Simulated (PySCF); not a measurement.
# C2H6GeO2: the cost of one run

Programs: PySCF 2.14.0, with density-fitted response routines of our own. Each step states its level of theory. These are calculated values for one molecule in the gas phase, unless marked as measured. Atoms count from 0, in the outputs and in this text.

## Step 1: Starting geometry

11 atoms, charge 0, multiplicity 1; geometry from: GFN2-xTB. The atoms were then displaced at random by about 0.01 Å, so the start is not that level's minimum.

Bonds of the start (Å): C0–O1 1.39, O1–Ge2 1.76, Ge2–C3 2.05, C3–O4 1.16, C0–H5 1.11, C0–H6 1.07, C0–H7 1.11, Ge2–H8 1.49, Ge2–H9 1.53, C3–H10 1.12.

## Step 2: Relaxing the molecule at PBE0-D3(BJ)/def2-SVP

Job settings and geometry (Å):

```
{"job": {"xc": "PBE0", "basis": "def2-SVP", "d3": "d3bj", "grid": 1, "shake": 0.01, "kind": "geom"}, "charge": 0, "multiplicity": 1}
C     -1.805890    -0.653250     0.334790
O     -0.431380    -0.576010     0.161690
Ge     0.504910     0.779330    -0.450430
C      2.358570    -0.077300    -0.296840
O      3.364590     0.421020    -0.592480
H     -2.350420    -0.497040    -0.623800
H     -2.051800    -1.614280     0.737520
H     -2.162270     0.144840     1.019380
H      0.050810     1.162620    -1.815500
H      0.288840     2.001640     0.436960
H      2.272150    -1.117410     0.112960
```

Command:

```
$ OMP_NUM_THREADS=1 python probes_run.py task.json out
```

This one command runs all jobs of the session in turn.

**Question.** How long does this first job take on 1 thread of Arm Neoverse V1, shared host, and how much memory does it need?

About 46 s, with a peak of 0.49 GiB.
